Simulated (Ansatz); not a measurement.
# AsH4NTe: a ladder of functionals and wavefunction methods

An exercise on one series of results from a longer session: the logs are not shown, and one member is left open.

Method: functionals in def2-TZVPP, the program's frozen cores in correlated methods; program: Ansatz 0.2.0, Gaussian basis.

Plan: LDA (SPW92), PBE-D4, revPBE-D4, BLYP-D4, r2SCAN-D4, B97M-V, PBE0-D4, B3LYP-D4, r2SCANh-D4, r2SCAN0-D4, HSE06-D4, BHLYP-D4, CAM-B3LYP-D4, LC-ωPBE, ωB97X-V, ωB97M-V, B2PLYP, PBE-QIDH; CCSD(T)/def2-SVP; CCSD(T)/def2-TZVPP; MP2/def2-QZVPP; extrapolation to the limit; RPA on PBE.

**The relaxed structure**

All runs share one geometry, relaxed beforehand with PBE0-D4 in a triple-zeta def2 set. Te takes the def2 core potential; no spin-orbit term is included.

SMILES `N[AsH][TeH]`, 7 atoms, charge 0, spin multiplicity 1.

Atoms are counted from 1 here; the program's logs count them from 0.

Bond lengths: N1–As2 1.841 Å, N1–H4 1.012 Å, N1–H5 1.011 Å, As2–Te3 2.615 Å, As2–H6 1.520 Å, Te3–H7 1.659 Å. Angles: As2–N1–H4 111.4°, As2–N1–H5 115.3°, H4–N1–H5 108.9°, N1–As2–Te3 106.7°, N1–As2–H6 94.1°, Te3–As2–H6 92.6°, As2–Te3–H7 94.8°.

Set-up of the first run:

in.yaml

```yaml
crystal:
  periodic: [false, false, false]
  atoms:
    - {symbol: N, position_ang: [-1.035659, 0.748119, -0.623670]}
    - {symbol: As, position_ang: [-0.689063, -0.062710, 0.992521]}
    - {symbol: Te, position_ang: [1.066685, -1.943696, 0.527353]}
    - {symbol: H, position_ang: [-1.702288, 0.217121, -1.168469]}
    - {symbol: H, position_ang: [-0.222872, 0.936793, -1.194830]}
    - {symbol: H, position_ang: [0.384342, 0.938670, 1.388661]}
    - {symbol: H, position_ang: [2.260055, -0.902297, 0.032835]}
basis:
  gaussian: {orbitals: def2-TZVPP}
hamiltonian: {xc: lda}
output: {orbitals: {seedname: orbitals}}
```

The run is started by

```sh
$ ansatz run in.yaml --threads 2 --pin off --events-out ev --progress --plain --max-ram 4352MiB
```

Among the steps run: LDA; PBE-D4 (GGA); revPBE-D4 (GGA); BLYP-D4 (GGA); r2SCAN-D4 (meta-GGA); B97M-V (meta-GGA); PBE0-D4 (hybrid); B3LYP-D4 (hybrid); r2SCANh-D4 (hybrid); r2SCAN0-D4 (hybrid); HSE06-D4 (hybrid); BHLYP-D4 (hybrid); CAM-B3LYP-D4 (range-separated); LC-ωPBE (range-separated); ωB97X-V (range-separated); ωB97M-V (range-separated); B2PLYP (double hybrid); PBE-QIDH (double hybrid).

One table of the session follows, with a row left open; its other results are not shown here.

It belongs to the step «Frontier levels by functional». 

```
  functional  HOMO (eV)  gap (eV)
 LDA (SPW92)      -5.47      3.41
      PBE-D4      -5.31      3.48
   revPBE-D4      -5.26      3.51
     BLYP-D4      -5.14      3.41
   r2SCAN-D4      -5.57      3.88
      B97M-V      -5.56      3.96
     PBE0-D4      -6.36      5.27
    B3LYP-D4          ?         ?
  r2SCANh-D4      -5.95      4.53
  r2SCAN0-D4      -6.53      5.51
    HSE06-D4      -5.97      4.51
    BHLYP-D4      -7.24      6.97
CAM-B3LYP-D4      -7.58      7.42
     LC-ωPBE      -8.90      9.79
     ωB97X-V      -8.56      9.38
     ωB97M-V      -8.44      9.11
```

**Question.** Estimate the row for B3LYP-D4.

Worked estimate for «HOMO (eV)». Against the share of exact exchange, BLYP-D4 (0, -5.14), BHLYP-D4 (0.5, -7.24) give a slope of -4.20 per unit share; at 0.2 the line stands at -5.98.

The run gave: HOMO (eV): -6.14; gap (eV): 4.83. In «HOMO (eV)» the line misses by +0.16.
